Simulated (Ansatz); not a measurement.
## C2H10OSi2, SMILES COC([SiH3])[SiH3]: a comparison of dispersion corrections

Computed with Ansatz 0.2.0, Python API.

Contents of `c2h10osi2.xyz`:
```text
15

C     1.95490   -0.10840   -1.25630
O     0.75710    0.59680   -0.94780
C     0.07410    0.07130    0.21620
Si   -0.86780    1.37780    1.22980
Si   -1.28670   -1.20560   -0.09970
H     2.38700    0.33010   -2.15980
H     2.67690   -0.00610   -0.44060
H     1.74610   -1.16510   -1.44650
H     0.81510   -0.36520    0.89740
H    -1.96960    2.00800    0.45380
H    -1.42470    0.78680    2.47680
H     0.07150    2.44920    1.65630
H    -0.70380   -2.36120   -0.83310
H    -2.40020   -0.66080   -0.92120
H    -1.82980   -1.74750    1.17470
```

The script, `c2h10osi2.py`:
```python
import ansatz as az


def main() -> None:
    geometry = az.Crystal.molecule_from_extxyz("c2h10osi2.xyz")

    calculation = (
        geometry.calculation()
        .basis(gaussian="def2-SVP")
        .accuracy("medium")
    )
    for name in ["blyp", "b3lyp"]:
        for correction in ("d3bj", "d4"):
            rep = calculation.functional(name, dispersion=correction).run(threads=1).report
            print(f"{name:8s} {correction:5s} total {rep['free_energy_ev']:.5f} eV, of which dispersion {1000 * rep['dispersion']['energy']['ev']:.2f} meV")


if __name__ == "__main__":
    main()
```

`python c2h10osi2.py` gives:
```text
blyp     d3bj  total -20028.18998 eV, of which dispersion -737.88 meV
blyp     d4    total -20028.19311 eV, of which dispersion -741.02 meV
b3lyp    d3bj  total -20031.82343 eV, of which dispersion -607.49 meV
b3lyp    d4    total -20031.76333 eV, of which dispersion -547.39 meV
```

The settings weren't tested for convergence. The geometry is a force-field or estimated start, not a minimum of this method, and the basis set is short of its limit. D4 holds the three-body term, and d3bj doesn't. b3lyp holds the VWN-RPA fit, as in Gaussian; the form of ORCA and Turbomole is b3lyp5. Wall time of the script: 14 s on 1 thread of AMD EPYC 7R43 64-Core Processor (Zen 3), with other jobs on the host, peak memory 0.33 GiB.
